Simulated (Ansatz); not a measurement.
Write a Python script for Ansatz 0.2.0 through its Python package that makes a rigid scan of one bond length of FH₆Si₃, SMILES F[Si]([SiH3])[SiH3]. Use (for the species named): B3LYP, def2-SVP basis, multiplicity 2, D4 dispersion.

```yaml
atoms:
  - { symbol: F, position_ang: [0.8414, -1.6904, -1.6526] }
  - { symbol: Si, position_ang: [-0.3159, -0.7846, -0.8843] }
  - { symbol: Si, position_ang: [0.0419, 1.4701, -1.1074] }
  - { symbol: Si, position_ang: [-0.1909, -1.1843, 1.3679] }
  - { symbol: H, position_ang: [0.0412, 1.8678, -2.5415] }
  - { symbol: H, position_ang: [-0.9880, 2.2436, -0.3835] }
  - { symbol: H, position_ang: [1.4176, 1.8511, -0.5126] }
  - { symbol: H, position_ang: [-0.4969, -2.6143, 1.6401] }
  - { symbol: H, position_ang: [-1.3188, -0.3818, 2.0908] }
  - { symbol: H, position_ang: [1.0515, -0.8283, 1.9861] }
```

`scan_fh6si3.py`
```python
"""Stretching a bond of FH6Si3, the rest held rigid."""

import warnings

import ansatz as az
import numpy as np

SETTINGS = {
    "basis": "def2-SVP",
    "functional": "B3LYP",
    "dispersion": "d4",
}

GEOMETRY = """
F     0.84140   -1.69040   -1.65260
Si   -0.31590   -0.78460   -0.88430
Si    0.04190    1.47010   -1.10740
Si   -0.19090   -1.18430    1.36790
H     0.04120    1.86780   -2.54150
H    -0.98800    2.24360   -0.38350
H     1.41760    1.85110   -0.51260
H    -0.49690   -2.61430    1.64010
H    -1.31880   -0.38180    2.09080
H     1.05150   -0.82830    1.98610
"""

warnings.simplefilter("ignore", az.DeckWarning)

fh6si3 = az.Crystal.molecule()
for line in GEOMETRY.strip().splitlines():
    symbol, *xyz = line.split()
    fh6si3 = fh6si3.atom(symbol, [float(v) for v in xyz])

symbols = [site.symbol for site in fh6si3.cartesian_sites]
start = np.array([site.position_ang for site in fh6si3.cartesian_sites])
axis = (start[8] - start[3]) / np.linalg.norm(start[8] - start[3])
moving = [8]
lengths, energies = [1.374, 1.437, 1.499, 1.562, 1.624, 1.687, 1.749, 1.843], []
for length in lengths:
    xyz = start.copy()
    xyz[moving] += (length - np.linalg.norm(start[8] - start[3])) * axis
    point = az.Crystal.molecule()
    for symbol, place in zip(symbols, xyz):
        point = point.atom(symbol, place.tolist())
    base = (
        point.calculation()
        .basis(gaussian=SETTINGS["basis"])
        .functional(SETTINGS["functional"], dispersion=SETTINGS["dispersion"])
        .spin("collinear", total=1)
    )
    data = base.run().report
    energies.append(data["free_energy_ev"])
    print(f"r = {length:6.3f} A  E = {energies[-1]:.5f} eV  <S^2> = {abs(data['mean_field']['state']['spin_squared']):.3f}")

# quartic fit about the minimum
fit = np.polynomial.Polynomial.fit(lengths, np.array(energies) - min(energies), 4).convert()
roots = [r.real for r in fit.deriv().roots() if abs(r.imag) < 1e-9 and fit.deriv(2)(r.real) > 0]
r_e = min(roots, key=lambda r: abs(r - lengths[int(np.argmin(energies))]))
print(f"minimum of the fit at {r_e:.4f} A, force constant {fit.deriv(2)(r_e):.2f} eV/A^2")
```

Running `python scan_fh6si3.py` prints:
```text
r =  1.374 A  E = -26439.47219 eV  <S^2> = 0.753
r =  1.437 A  E = -26439.59565 eV  <S^2> = 0.753
r =  1.499 A  E = -26439.62940 eV  <S^2> = 0.753
r =  1.562 A  E = -26439.59580 eV  <S^2> = 0.753
r =  1.624 A  E = -26439.51251 eV  <S^2> = 0.753
r =  1.687 A  E = -26439.39078 eV  <S^2> = 0.753
r =  1.749 A  E = -26439.24749 eV  <S^2> = 0.753
r =  1.843 A  E = -26439.01166 eV  <S^2> = 0.753
minimum of the fit at 1.4972 A, force constant 17.56 eV/A^2
```

Total energies depend on the basis set; only differences at equal settings carry meaning. The rest of the molecule is held rigid at a force-field or estimated start geometry, and the basis set is modest; single-reference methods fail as a bond breaks. The species is open-shell (spin multiplicity 2). b3lyp holds the VWN-RPA fit, as in Gaussian; the form of ORCA and Turbomole is b3lyp5. The whole script took 47 s on 1 thread of Arm Neoverse V2, on a shared host, peak memory 0.34 GiB.
